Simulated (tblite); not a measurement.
**C3H6Si (SMILES [SiH3]C1=CC1): GFN1-xTB**

What is the electronic atomisation energy of C3H6Si at GFN1-xTB? 

The results are computed with tblite 0.8.0.

12 further runs of the same task are left out: 12 set aside as unsound or not needed.

### Step 1. Starting point

C3H6Si has 10 atoms, charge 0, and is taken as a singlet. As SMILES, `[SiH3]C1=CC1`. Geometry: optimised at GFN1-xTB.

Bond lengths: Si1–C2 1.838 Å, C2–C3 1.319 Å, C2–C4 1.542 Å, C3–C4 1.473 Å, Si1–H5 1.451 Å, Si1–H6 1.451 Å, Si1–H7 1.451 Å, C3–H8 1.069 Å, C4–H9 1.087 Å, C4–H10 1.087 Å. Some angles: Si1–C2–C3 156.2°, Si1–C2–C4 142.4°, C3–C2–C4 61.4°, C2–C3–C4 66.8°, C2–C4–C3 51.8°, C2–Si1–H5 109.8°, C2–Si1–H6 108.8°, C2–Si1–H7 108.8°, C2–C3–H8 149.0°, C4–C3–H8 144.2°.

### Step 2. The harmonic vibrations at GFN1-xTB

input.xyz reads:

```xyz
10

Si    -0.992423     1.009604    -0.926093
C     -0.016148    -0.252447    -0.014059
C      0.353209    -1.468365     0.340074
C      1.109792    -0.408081     1.028144
H     -1.943006     0.354931    -1.804970
H     -1.694577     1.840092     0.034563
H     -0.083572     1.832768    -1.701957
H      0.236237    -2.526671     0.243190
H      0.896454    -0.183865     2.070138
H      2.134044    -0.197985     0.730980
```

script.py reads:

```python
import json
import numpy as np
from tblite.interface import Calculator
from tblite.interface import symbols_to_numbers
from ase.data import atomic_masses

symbols = list(map(str, np.loadtxt("input.xyz", skiprows=2, usecols=0, dtype=str, ndmin=1)))
numbers = np.array(symbols_to_numbers(symbols))
positions = np.loadtxt("input.xyz", skiprows=2, usecols=(1, 2, 3), ndmin=2) / 0.5291772

calc = Calculator("GFN1-xTB", numbers, positions, charge=0, uhf=0)
calc.set("verbosity", 0)
calc.set("accuracy", 0.01)
res = calc.singlepoint()
h = 0.005  # bohr
n = positions.size
H, D = np.zeros((n, n)), np.zeros((n, 3))
for a in range(n):
    g, d = [], []
    for sign in (1, -1):
        x = positions.ravel().copy()
        x[a] += sign * h
        calc.update(x.reshape(-1, 3))
        y = calc.singlepoint()
        g.append(y.get('gradient').ravel())
        d.append(y.get('dipole'))
    H[a], D[a] = (g[0] - g[1]) / (2 * h), (d[0] - d[1]) / (2 * h)
mass = np.repeat(atomic_masses[numbers], 3)
H = (H + H.T) / 2 / np.sqrt(np.outer(mass, mass))
# project out translations and rotations
com = positions - atomic_masses[numbers] @ positions / atomic_masses[numbers].sum()
T = [np.tile(v, len(numbers)) for v in np.eye(3)] + [np.cross(com, v).ravel() for v in np.eye(3)]
U, sv, _ = np.linalg.svd((np.array(T) * np.sqrt(mass)).T)
Q = U[:, (sv > 1e-3 * sv.max()).sum():]
w, V = np.linalg.eigh(Q.T @ H @ Q)
freq = np.sign(w) * np.sqrt(np.abs(w)) * 5140.487
inten = (((Q @ V).T / np.sqrt(mass)) @ D) ** 2
inten = inten.sum(axis=1) * 974.88
print(f"E = {res.get('energy'):.8f} Eh, max gradient {np.abs(res.get('gradient')).max():.2e} Eh/bohr")
print("mode   frequency/cm^-1   IR/(km/mol)")
for i, (v, s) in enumerate(zip(freq, inten), 1):
    print(f"{i:4d} {v:14.2f} {s:14.3f}")
zpe = freq[freq > 0].sum() / 2 / 219474.63
print(f"imaginary modes: {(freq < -10).sum()}, zero-point energy {zpe:.6f} Eh = {zpe * 2625.4996:.4f} kJ/mol")
out = {k: np.asarray(res.get(k)).tolist() for k in ("energy", "gradient", "charges", "dipole", "orbital-energies", "orbital-occupations")}
out.update(symbols=symbols, positions=(positions * 0.529177210903).tolist(), frequencies=freq.tolist(), intensities=inten.tolist(), zpe=zpe)
json.dump(out, open("results.json", "w"))
```

Command:

```sh
$ python script.py
```

The log of the run:

```text
E = -11.34605963 Eh, max gradient 2.58e-05 Eh/bohr
mode   frequency/cm^-1   IR/(km/mol)
   1          96.09          0.099
   2         147.37          1.355
   3         189.00          2.498
   4         533.02         37.517
   5         575.18        162.069
   6         577.54        187.802
   7         657.44         28.519
   8         823.22        645.049
   9         849.09        216.775
  10         854.36        231.059
  11         905.67         72.364
  12         928.76         17.643
  13         980.10          0.235
  14         994.38         21.818
  15        1035.86          4.830
  16        1189.11          7.544
  17        1452.10          2.795
  18        1753.86         86.729
  19        2222.80         54.821
  20        2225.70        336.997
  21        2228.12        351.748
  22        3055.07         30.053
  23        3079.49         19.335
  24        3227.61          1.273
imaginary modes: 0, zero-point energy 0.069669 Eh = 182.9147 kJ/mol
```

Run time: 1.1 s. Hardware: 1 thread of Intel Xeon at 2.50GHz (Skylake/Cascade Lake), shared host.

### Step 3. The C atom: the energy at GFN1-xTB

run.py reads:

```python
"""GFN1-xTB single point"""
import json
import numpy as np
from tblite.interface import Calculator

symbols = ["C"]
numbers = np.array([6])
positions = np.array([
    [0.000000, 0.000000, 0.000000],
]) / 0.529177210903

calc = Calculator("GFN1-xTB", numbers, positions, charge=0, uhf=2)
calc.set("verbosity", 0)
calc.set("accuracy", 0.1)
calc.add("spin-polarization", 1.0)
res = calc.singlepoint()

print(f"E(total): {res.get('energy'):.8f} Eh")
eps = np.atleast_2d(res.get("orbital-energies")) * 27.211386
occ = np.atleast_2d(res.get("orbital-occupations"))
filled = occ.sum(axis=0) if eps.shape[0] == 1 else occ[0]
homo = np.nonzero(filled > 0.5)[0].max()
print("  MO   occupation   energy/eV")
for i in range(max(0, homo - 4), min(eps.shape[1], homo + 5)):
    print(f"{i + 1:4d} {filled[i]:10.4f} {eps[0, i]:12.4f}")
mu = res.get("dipole") * 2.541746
print(f"dipole: {np.linalg.norm(mu):.4f} D, components " + " ".join(f"{c:.4f}" for c in mu))
q = res.get("charges")
print("Charges:", " ".join(f"{s}{i + 1}={c:+.4f}" for i, (s, c) in enumerate(zip(symbols, q))))
out = {k: np.asarray(res.get(k)).tolist() for k in ("energy", "gradient", "charges", "dipole", "orbital-energies", "orbital-occupations")}
out.update(symbols=symbols, positions=(positions * 0.529177210903).tolist())
json.dump(out, open("results.json", "w"))
```

Command:

```sh
$ python run.py
```

The log of the run:

```text
E(total): -1.78467181 Eh
  MO   occupation   energy/eV
   1     1.0000     -14.9491
   2     0.6667     -11.2868
   3     0.6667     -11.2868
   4     0.6667     -11.2868
dipole: 0.0000 D, components 0.0000 0.0000 0.0000
Charges: C1=+0.0000
```

Run time: 0.31 s. Hardware: 1 thread of Intel Xeon at 2.50GHz (Skylake/Cascade Lake), shared host.

### Step 4. The H atom: a single-point energy at GFN1-xTB

job.py reads:

```python
import json
import numpy as np
from tblite.interface import Calculator
from tblite.interface import symbols_to_numbers

geometry = """
H      0.000000     0.000000     0.000000
"""
lines = [l.split() for l in geometry.strip().splitlines()]
symbols = [l[0] for l in lines]
numbers = np.array(symbols_to_numbers(symbols))
positions = np.array([l[1:4] for l in lines], float) / 0.52917721

tb = Calculator("GFN1-xTB", numbers, positions, charge=0, uhf=1)
tb.set("accuracy", 0.1)
tb.add("spin-polarization", 1.0)
result = tb.singlepoint()

print(f"Energy: {result.get('energy') * 627.5095:.8f} kcal/mol")
eps = np.atleast_2d(result.get("orbital-energies")) * 27.211386
occ = np.atleast_2d(result.get("orbital-occupations"))
filled = occ.sum(axis=0) if eps.shape[0] == 1 else occ[0]
homo = np.nonzero(filled > 0.5)[0].max()
print(f"HOMO {eps[0, homo]:.4f} eV")
if homo + 1 < eps.shape[1]:
    print(f"LUMO {eps[0, homo + 1]:.4f} eV, gap {eps[0, homo + 1] - eps[0, homo]:.4f} eV")
mu = result.get("dipole") * 2.541746
print(f"|mu|: {np.linalg.norm(mu):.4f} D, components " + " ".join(f"{c:.4f}" for c in mu))
q = result.get("charges")
print("Charges:", " ".join(f"{s}{i + 1}={c:+.4f}" for i, (s, c) in enumerate(zip(symbols, q))))
out = {k: np.asarray(result.get(k)).tolist() for k in ("energy", "gradient", "charges", "dipole", "orbital-energies", "orbital-occupations")}
out.update(symbols=symbols, positions=(positions * 0.529177210903).tolist())
json.dump(out, open("results.json", "w"))
```

Run the same way, it converges to -0.43724 Eh (log not shown).

### Step 5. The Si atom: the energy at GFN1-xTB

start.xyz reads:

```xyz
1

Si     0.000000     0.000000     0.000000
```

job.py reads:

```python
import json
import numpy as np
from ase.io import read
from tblite.ase import TBLite
from ase.units import Debye

mol = read("start.xyz")
start = mol.get_positions()

mol.calc = TBLite(
    method="GFN1-xTB",
    multiplicity=3,
    accuracy=0.1,
    spin_polarization=1.0,
    verbosity=0,
)
print(f"E: {mol.get_potential_energy():.6f} eV")
print(f"Dipole: {np.linalg.norm(mol.get_dipole_moment()) / Debye:.4f} D")
for a, q in zip(mol, mol.get_charges()):
    print(f"{a.symbol}{a.index + 1} {q:+.4f}")
json.dump(dict(energy=mol.get_potential_energy(), forces=mol.get_forces().tolist(), dipole=mol.get_dipole_moment().tolist(), charges=mol.get_charges().tolist(),
               symbols=mol.get_chemical_symbols(), start=start.tolist(), final=mol.positions.tolist()), open("results.json", "w"))
```

Run the same way, it converges to -1.65220 Eh (log not shown).

### Step 6. Results

At GFN1-xTB:

| quantity | value |
| --- | --- |
| molecule: total energy | -11.34606 Eh |
| molecule: dipole moment | 1.03 D |
| molecule: HOMO energy | -11.68 eV |
| molecule: LUMO energy | -7.77 eV |
| molecule: HOMO–LUMO gap | 3.91 eV |
| molecule: largest force on an atom | 0.002 eV/Å |
| molecule: lowest harmonic wavenumber | 96 cm⁻¹ |
| molecule: highest harmonic wavenumber | 3228 cm⁻¹ |
| molecule: zero-point energy | 182.9 kJ/mol |
| C atom: total energy | -1.78467 Eh |
| C atom: dipole moment | 0.00 D |
| C atom: HOMO energy (as the program lists it) | -11.29 eV |
| C atom: largest force on an atom | 0.000 eV/Å |
| H atom: total energy | -0.43724 Eh |
| H atom: dipole moment | 0.00 D |
| H atom: HOMO energy (as the program lists it) | -12.87 eV |
| H atom: largest force on an atom | 0.000 eV/Å |
| Si atom: total energy | -1.65220 Eh |
| Si atom: dipole moment | 0.00 D |
| Si atom: largest force on an atom | 0.000 eV/Å |
| electronic atomisation energy | 46.705 eV |

Taking the molecule apart into free atoms costs 46.71 eV (4506 kJ/mol), before zero-point energy and without spin-orbit coupling. Tight-binding and semi-empirical models aren't fitted to free atoms, so this value can be far from the true one. All 24 modes (molecule) are real, so the shape is a minimum at this level. Mulliken charges (molecule) run from -0.08 on C2 to +0.23 on Si1.
